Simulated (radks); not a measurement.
# Spin polarisation of the 4d shell in Ru²⁺

Aim: the energy gained and the exchange splitting as electrons of the 4d shell of Ru²⁺ are turned from spin down to spin up.

Program: radks (a radial shooting solver on a logarithmic mesh, Libxc functionals) version 1. Level of theory: scalar-relativistic Kohn-Sham, r2SCAN, spin-polarised, spherical densities, finite nucleus. These are calculated values, not measurements, unless marked.

## 1. The atom as given

```
element            : ruthenium (Z = 44)
charge             : +2
electrons          : 42
configuration      : [Kr] 4d(up 3, down 3)
nuclear rms radius : 4.4809 fm
```

A shell typed twice in an input gives spin up, then spin down.

## 2. No moment

Settings of this run:

```text
Z 44
configuration [Kr] 4d3 4d3
relativity scalar-relativistic
functional r2scan,r2scan
spin polarised
nucleus finite rms 4.4809 fm
c 137.035999084
```

## 3. moment 1 in 4d

Settings, as their differences from step 2:

```diff
@@ -1,3 +1,3 @@
 Z 44
-configuration [Kr] 4d3 4d3
+configuration [Kr] 4d3.5 4d2.5
 relativity scalar-relativistic
```

## 4. moment 2 in 4d

Settings, as their differences from step 3:

```diff
@@ -1,3 +1,3 @@
 Z 44
-configuration [Kr] 4d3.5 4d2.5
+configuration [Kr] 4d4 4d2
 relativity scalar-relativistic
```

## 5. moment 3 in 4d

Settings, as their differences from step 4:

```diff
@@ -1,3 +1,3 @@
 Z 44
-configuration [Kr] 4d4 4d2
+configuration [Kr] 4d4.5 4d1.5
 relativity scalar-relativistic
```

## 6. moment 4 in 4d

Settings, as their differences from step 5:

```diff
@@ -1,3 +1,3 @@
 Z 44
-configuration [Kr] 4d4.5 4d1.5
+configuration [Kr] 4d5 4d1
 relativity scalar-relativistic
```

Before running it: what results should come out? Wanted: for each run, moment; E − E(0); ε(4d up); ε(4d down); splitting.

The runs gave:

| moment (μB) | E − E(0) (eV) | ε(4d up) (eV) | ε(4d down) (eV) | splitting (eV) |
| --- | --- | --- | --- | --- |
| 0 | 0.000 | -24.112 | -24.112 | 0.000 |
| 1 | -0.242 | -24.571 | -23.601 | 0.970 |
| 2 | -0.971 | -24.980 | -23.032 | 1.948 |
| 3 | -2.192 | -25.339 | -22.399 | 2.940 |
| 4 | -3.916 | -25.649 | -21.687 | 3.962 |

At a moment of 4 μB the energy has fallen by 3.92 eV and the 4d levels split by 3.96 eV, 0.990 eV per μB. The Stoner form E = −I m²/4 would give I = 0.979 eV. The energy falls at every step, as Hund's first rule has it.
